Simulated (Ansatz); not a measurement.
C2H6Ge, SMILES C=[CH][GeH3], harmonic frequencies at the relaxed geometry

Computed with the Ansatz DFT code, driven from Python.

`freq_c2h6ge.py`
```python
"""Vibrations of C2H6Ge."""

import itertools

import ansatz as az
from ase import Atoms
from ase.data import atomic_numbers, covalent_radii
import numpy as np

atoms = Atoms(["C", "C", "Ge", "H", "H", "H", "H", "H", "H"], positions=[
    [-0.7421, 0.7712, -1.0623],
    [0.0588, 0.7632, -0.0528],
    [0.4826, -0.9103, 0.7588],
    [-1.1733, -0.0778, -1.4662],
    [-1.0351, 1.7624, -1.5475],
    [0.511, 1.6951, 0.324],
    [2.0691, -1.1459, 0.6542],
    [-0.2041, -2.0497, 0.0624],
    [0.1216, -0.8546, 2.3122],
])
system = az.Crystal.molecule_from_ase(atoms)

job = system.calculation()
job = job.basis(gaussian="def2-SVP").functional("PBE0")
symbols = [site.symbol for site in system.cartesian_sites]
start = np.array([site.position_ang for site in system.cartesian_sites], dtype=float)
report = job.relax(force_tolerance=0.003).run().report
end = np.array(report["positions_ang"])

# pairs closer than 1.2 times the sum of covalent radii, before or after
radius = [covalent_radii[atomic_numbers[s]] for s in symbols]
span = lambda where, i, j: np.linalg.norm(where[i] - where[j])
bonded = [(i, j) for i, j in itertools.combinations(range(len(symbols)), 2) if min(span(start, i, j), span(end, i, j)) < 1.2 * (radius[i] + radius[j])]
print("pair        before    after (A)")
for i, j in bonded:
    print(f"{symbols[i]}{i}-{symbols[j]}{j}".ljust(10), f"{span(start, i, j):8.4f} {span(end, i, j):8.4f}")

# frequencies need a stationary point, so they are taken at the relaxed geometry
minimum = az.Crystal.molecule()
for symbol, place in zip(symbols, end):
    minimum = minimum.atom(symbol, place.tolist())
vibrating = (
    minimum.calculation()
    .basis(gaussian="def2-SVP")
    .functional("PBE0")
    .phonons(temperatures=(200, 600, 100))
)
vib = vibrating.run().report["vibrations"]
sums = vib["harmonic_sums"]
modes = [m["omega_inv_cm"] for m in sums["modes_at_gamma"] if m["rigid_motion"] == "no"]
for number, w in enumerate(modes, start=1):
    print(f"mode {number:2d} {w:9.1f} 1/cm {w / 8065.544 * 1000:8.2f} meV")
print("imaginary modes:", sum(w < 0 for w in modes), " zero-point energy:", round(sums["zero_point_energy_ev"], 4), "eV")
print("T (K)   F_vib (eV)   S_vib (meV/K)   C_vib (meV/K)")
for row in zip(sums["temperatures_k"], sums["vibrational_free_energy_ev"], vib["entropy_ev_per_k"], vib["heat_capacity_ev_per_k"]):
    print(f"{row[0]:6.1f} {row[1]:11.4f} {1000 * row[2]:13.4f} {1000 * row[3]:15.4f}")
```

```console
$ python freq_c2h6ge.py
pair        before    after (A)
C0-C1        1.2886   1.3359
C0-H3        1.0343   1.0960
C0-H4        1.1418   1.0961
C1-Ge2       1.9076   1.9402
C1-H5        1.1022   1.0975
Ge2-H6       1.6073   1.5414
Ge2-H7       1.5016   1.5398
Ge2-H8       1.5958   1.5414
mode  1     124.8 1/cm    15.48 meV
mode  2     258.5 1/cm    32.05 meV
mode  3     417.8 1/cm    51.81 meV
mode  4     537.8 1/cm    66.67 meV
mode  5     644.2 1/cm    79.87 meV
mode  6     658.2 1/cm    81.60 meV
mode  7     840.1 1/cm   104.16 meV
mode  8     882.5 1/cm   109.41 meV
mode  9     896.0 1/cm   111.09 meV
mode 10     985.5 1/cm   122.18 meV
mode 11    1008.7 1/cm   125.06 meV
mode 12    1038.3 1/cm   128.74 meV
mode 13    1268.7 1/cm   157.29 meV
mode 14    1415.0 1/cm   175.44 meV
mode 15    1688.7 1/cm   209.37 meV
mode 16    2148.2 1/cm   266.34 meV
mode 17    2152.3 1/cm   266.85 meV
mode 18    2159.8 1/cm   267.78 meV
mode 19    3138.7 1/cm   389.15 meV
mode 20    3167.9 1/cm   392.77 meV
mode 21    3234.6 1/cm   401.03 meV
imaginary modes: 0  zero-point energy: 1.7771 eV
T (K)   F_vib (eV)   S_vib (meV/K)   C_vib (meV/K)
 200.0      1.7635        0.1836          0.2821
 300.0      1.7376        0.3368          0.4878
 400.0      1.6956        0.5035          0.6746
 500.0      1.6369        0.6713          0.8301
 600.0      1.5615        0.8344          0.9588
```

What to keep in mind:
- These settings explore the input space; basis and method may be short of convergence.
- The frequencies are harmonic and unscaled, in a modest basis. The result belongs to the one conformer reached from this start, and soft torsions count as harmonic oscillators.
- Hardware and time: 2.8 min on 1 thread of Arm Neoverse V1, with other jobs on the host, peak memory 0.27 GiB.

(A comment or docstring line of the script was reworded after the run, the code is as it ran; lines on the test bed's own set-up are left out of the output.)
